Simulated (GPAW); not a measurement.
Write an ASE script for GPAW 26.7.0 that does the following.

| Quantity | Value |
| --- | --- |
| Task | single point |
| Functional | PBE |
| Potentials or basis | GPAW PAW data sets (gpaw-data 1.2.1) |
| Cutoff | 800 eV |
| Basis | pw |
| k mesh | 9 × 9 × 9 |
| Occupations | fermi-dirac, width 0.05 eV |
| Spin | no spin polarisation |
| Maxiter | 150 |

SiF:

```xyz
2
Lattice="3.0286 0.0000 0.0000 0.0000 3.0286 0.0000 0.0000 0.0000 3.0286" Properties=species:S:1:pos:R:3 pbc="T T T"
Si    1.5143    1.5143    1.5143
F     0.0000    0.0000    0.0000
```

The cell was built by a generator and needn't be a form met in nature.

These files were run (other wordings do the same):

run.py

```python
from ase import Atoms
from ase.dft.bandgap import bandgap
from ase.io import write
from ase.units import Bohr, GPa
from gpaw import GPAW, PW
from gpaw.elf import elf_from_dft_calculation

atoms = Atoms(['Si', 'F'],
              cell=[[3.0286, 0.0, 0.0],
                    [0.0, 3.0286, 0.0],
                    [0.0, 0.0, 3.0286]],
              scaled_positions=[[0.5, 0.5, 0.5],
                                [0.0, 0.0, 0.0]],
              pbc=True)

calc = GPAW(mode=PW(800),
            xc='PBE',
            kpts={'size': (9, 9, 9), 'gamma': True},
            occupations={'name': 'fermi-dirac', 'width': 0.05},
            nbands=13,
            convergence={'density': 1e-05, 'energy': 1e-05},
            maxiter=150,
            txt='gpaw.txt')
atoms.calc = calc
energy = atoms.get_potential_energy()
forces = atoms.get_forces()
stress = atoms.get_stress()
calc.write('gs.gpw')
write('result.traj', atoms)
print(f'Energy: {energy:.6f} eV')
print('Forces (eV/A):')
print(forces.round(4))
print('Stress (GPa):', (stress / GPa).round(3))
print('Fermi level:', round(calc.get_fermi_level(), 4), 'eV')
print(f'Gap: {bandgap(calc)[0]:.4f} eV, direct: {bandgap(calc, direct=True)[0]:.4f} eV')

# fields on the real-space grid
write('density.cube', atoms, data=calc.get_pseudo_density() * Bohr**3)
write('potential.cube', atoms, data=calc.get_electrostatic_potential())
write('elf.cube', atoms, data=elf_from_dft_calculation(calc).data)
```

Potentials or basis: GPAW PAW data sets (gpaw-data 1.2.1), pw.

Run with:

```sh
$ OMP_NUM_THREADS=1 python run.py
```

Results of the run:

The pressure is -0.8 GPa and the band gap on the k mesh is none (metal or under the smearing width).

Caveat: an odd number of electrons without spin polarisation forces a metal; a magnetic or distorted state may lie lower.

Wall time 10 s on 1 thread of Arm Neoverse V1, on a shared host, peak memory 0.15 GiB.
